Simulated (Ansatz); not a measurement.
**SnH₂S₂: taking an electron away**

An exercise on one series of results from a longer session: the logs are not shown, and one member is left open.

Method: unrestricted cation, the program's frozen cores in correlated methods; program: Ansatz 0.2.0, Gaussian basis.

Plan: UKS PBE-D4/def2-TZVPP; UKS r2SCAN-D4/def2-TZVPP; UKS PBE0-D4/def2-TZVPP; UKS B3LYP-D4/def2-TZVPP; UKS wB97X-V/def2-TZVPP; UKS wB97M-V/def2-TZVPP; UKS B2PLYP/def2-TZVPP; UHF-CCSD(T)/def2-TZVPP; UHF-MP2/def2-QZVPP; extrapolation to the limit; then −ε(HOMO) from the neutral's earlier runs with LDA (SPW92), PBE-D4, revPBE-D4, BLYP-D4, r2SCAN-D4, B97M-V, PBE0-D4, B3LYP-D4, r2SCANh-D4, r2SCAN0-D4, HSE06-D4, BHLYP-D4, CAM-B3LYP-D4, LC-ωPBE, ωB97X-V, ωB97M-V.

## The relaxed structure

An earlier PBE0-D4 in a triple-zeta def2 set relaxation fixed the geometry. Sn takes the def2 core potential; no spin-orbit term is included.

5 atoms, charge 0, spin multiplicity 1.

Atoms are counted from 1 here; the program's logs count them from 0.

Bond lengths: S1–Sn2 2.439 Å, S1–H4 1.342 Å, Sn2–S3 2.439 Å, S3–H5 1.342 Å. Angles: Sn2–S1–H4 97.8°, S1–Sn2–S3 100.1°, Sn2–S3–H5 97.8°.

Coordinates:

```
S    -1.7942   -0.1003   -0.5097
Sn   -0.2058    1.6793   -0.0032
S     1.7783    0.3515    0.4940
H    -0.9679   -1.1416   -0.3225
H     1.2394   -0.8625    0.3000
```

Set-up of the first run:

in.yaml

```yaml
crystal:
  periodic: [false, false, false]
  atoms:
    - {symbol: S, position_ang: [-1.794160, -0.100301, -0.509668]}
    - {symbol: Sn, position_ang: [-0.205756, 1.679346, -0.003157]}
    - {symbol: S, position_ang: [1.778288, 0.351506, 0.494014]}
    - {symbol: H, position_ang: [-0.967938, -1.141551, -0.322531]}
    - {symbol: H, position_ang: [1.239364, -0.862499, 0.300041]}
basis:
  gaussian: {orbitals: def2-TZVPP}
total_charge: 1
magnetization: {spin_polarized: true, initial_magnetization: 1}
hamiltonian: {xc: pbe, dispersion: d4}
```

On the command line:

```
$ ansatz run in.yaml --threads 4 --pin off --events-out ev --progress --plain --max-ram 10444MiB
```

Steps of the session up to this table: Cation, UKS PBE-D4/def2-TZVPP; Cation, UKS r2SCAN-D4/def2-TZVPP; Cation, UKS PBE0-D4/def2-TZVPP; Cation, UKS B3LYP-D4/def2-TZVPP; Cation, UKS wB97X-V/def2-TZVPP; Cation, UKS wB97M-V/def2-TZVPP; Cation, UKS B2PLYP (frozen core)/def2-TZVPP; Cation, UHF-CCSD(T)/def2-TZVPP; Cation, UHF-MP2/def2-QZVPP.

One of the session's tables, all rows but one given; the rest of the session is left out.

For comparison, −ε(HOMO) of the neutral from earlier runs:

```
  functional  −ε(HOMO) (eV)
 LDA (SPW92)              ?
      PBE-D4           6.25
   revPBE-D4           6.19
     BLYP-D4           6.05
   r2SCAN-D4           6.54
      B97M-V           6.43
     PBE0-D4           7.29
    B3LYP-D4           7.11
  r2SCANh-D4           6.94
  r2SCAN0-D4           7.47
    HSE06-D4           6.90
    BHLYP-D4           8.12
CAM-B3LYP-D4           8.48
     LC-ωPBE           9.69
     ωB97X-V           9.39
     ωB97M-V           9.29
```

Estimate the missing values for LDA (SPW92).

**Answer.** −ε(HOMO) (eV): 6.40. In the column «−ε(HOMO) (eV)» it lies between PBE-D4 (6.25) and B97M-V (6.43).
